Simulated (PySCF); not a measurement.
# CBr2ClF (CBr2ClF): the cost of one run

The runs use PySCF 2.14.0, with density-fitted response routines of our own; the level of theory stands in each step. All values are computed, except where a source is named. Atoms count from 0, in the outputs and in this text.

## (1) The molecule as given

5 atoms, charge 0, multiplicity 1; geometry from: MMFF94s. The atoms were then displaced at random by about 0.03 Å, so the start is not that level's minimum.

Bonds of the start (Å): F0–C1 1.31, C1–Cl2 1.73, C1–Br3 1.89, C1–Br4 1.96.

## (2) Geometry optimisation at PBE0-D3(BJ)/def2-SVP

The job: settings as JSON, then the geometry in Å.

```
{"job": {"xc": "PBE0", "basis": "def2-SVP", "d3": "d3bj", "grid": 1, "shake": 0.03, "kind": "geom"}, "charge": 0, "multiplicity": 1}
F      0.257880     1.366750    -0.004870
C      0.015130     0.080150    -0.008950
Cl     1.561130    -0.688910    -0.136810
Br    -0.713850    -0.416640     1.663610
Br    -1.045450    -0.451820    -1.575100
```

Started as:

```
OMP_NUM_THREADS=1 python probes_run.py task.json out
```

This one command runs all jobs of the session in turn.

Q: Estimate the wall time and peak memory of this first job on 1 thread of Arm Neoverse V1, shared host.

About 29 s, with a peak of 0.43 GiB.
